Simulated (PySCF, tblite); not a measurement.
**C₄H₁₁GeNO: geometry, infrared bands and NMR shifts**

Aim: predict the infrared bands and NMR shifts of C₄H₁₁GeNO (`CCN[C](=O)[GeH2][CH3]`).

The runs use tblite 0.8.0 and PySCF 2.14.0, with density-fitted response routines of our own; the level of theory stands in each step. All values are computed, except where a source is named. Atoms are numbered from 0 throughout.

## Step 1: Starting geometry

18 atoms, charge 0, multiplicity 1; geometry from: force field or distance geometry start.

Bonds of the start (Å): C0–C1 1.51, C1–N2 1.48, N2–C3 1.42, C3–O4 1.26, C3–Ge5 1.92, Ge5–C6 1.95, C0–H7 1.11, C0–H8 1.11, C0–H9 1.12, C1–H10 1.10, C1–H11 1.12, N2–H12 1.05, Ge5–H13 1.55, Ge5–H14 1.54, C6–H15 1.12, C6–H16 1.11, C6–H17 1.11.

## Step 2: Optimising the geometry with GFN2-xTB

What the job is given:

```
{"job": {"kind": "relax", "xc": "GFN2-xTB", "basis": "xTB"}, "charge": 0, "multiplicity": 1}
C     -2.912300     0.694400     0.013700
C     -1.990900    -0.424400    -0.423600
N     -0.617900    -0.199000     0.076300
C      0.433600    -1.106600    -0.213500
O      0.219100    -2.162000    -0.865800
Ge     2.199000    -0.761400     0.445100
C      2.798500     0.972000    -0.216000
H     -2.560800     1.670200    -0.394600
H     -2.952400     0.759300     1.124000
H     -3.948900     0.496800    -0.361900
H     -1.979100    -0.491800    -1.525200
H     -2.368800    -1.393800    -0.004000
H     -0.415700     0.660000     0.646000
H      2.191100    -0.743300     1.994600
H      3.168800    -1.854900    -0.049000
H      2.105100     1.759900     0.161400
H      3.823700     1.177200     0.162400
H      2.799100     0.953700    -1.321500
```

Started as:

```bash
OMP_NUM_THREADS=1 python probes_run.py task.json out
```

The driver reads the jobs from task.json and runs them one after another.

**Question.** This job is followed by: GFN2-xTB harmonic vibrations, gas phase; GIAO PBE0/pcSseg-1 NMR shielding, non-relativistic, gas phase. Predict these results of the whole session: strongest single infrared mode (GFN2-xTB); zero-point energy (GFN2-xTB); ¹³C shifts against TMS (PBE0/pcSseg-1); ¹H shifts against TMS (PBE0/pcSseg-1, means over atoms taken as alike); ¹⁵N shifts against NH3 (PBE0/pcSseg-1); ¹⁷O shifts against H2O (PBE0/pcSseg-1); ⁷³Ge shifts against GeMe4 (PBE0/pcSseg-1); surface potential, 1st and 99th percentile.

The runs gave:

| quantity | value |
| --- | --- |
| strongest single infrared mode (GFN2-xTB) | 1993 cm⁻¹, 501 km/mol |
| zero-point energy (GFN2-xTB) | 88.0 kcal/mol |
| ¹³C shifts against TMS (PBE0/pcSseg-1) | 177.5, 33.7, 19.1, -6.8 ppm |
| ¹H shifts against TMS (PBE0/pcSseg-1, means over atoms taken as alike) | 5.01, 4.08, 3.61, 1.10, 0.48 ppm |
| ¹⁵N shifts against NH3 (PBE0/pcSseg-1) | 162.3 ppm |
| ¹⁷O shifts against H2O (PBE0/pcSseg-1) | 455.8 ppm |
| ⁷³Ge shifts against GeMe4 (PBE0/pcSseg-1) | -185 ppm |
| surface potential, 1st and 99th percentile | -1.96 V and 1.86 V |

**Reading.** Over 147 steps the energy fell by 0.508 eV; of the close pairs, C3–Ge5 changed most, 1.916 to 2.003 Å. No mode is imaginary among the 48: a minimum at this level. The strongest single mode, at 1993 cm⁻¹, moves mainly H14. Unscaled tight-binding wavenumbers are off by several per cent, some by more. Its intensities can rank the bands wrongly. At PBE0/pcSseg-1: The largest span, 842 ppm, is at O4, where the paramagnetic term is -524 ppm. Spin-orbit coupling is left out, which matters for shieldings and couplings at and beside the heavy atoms.
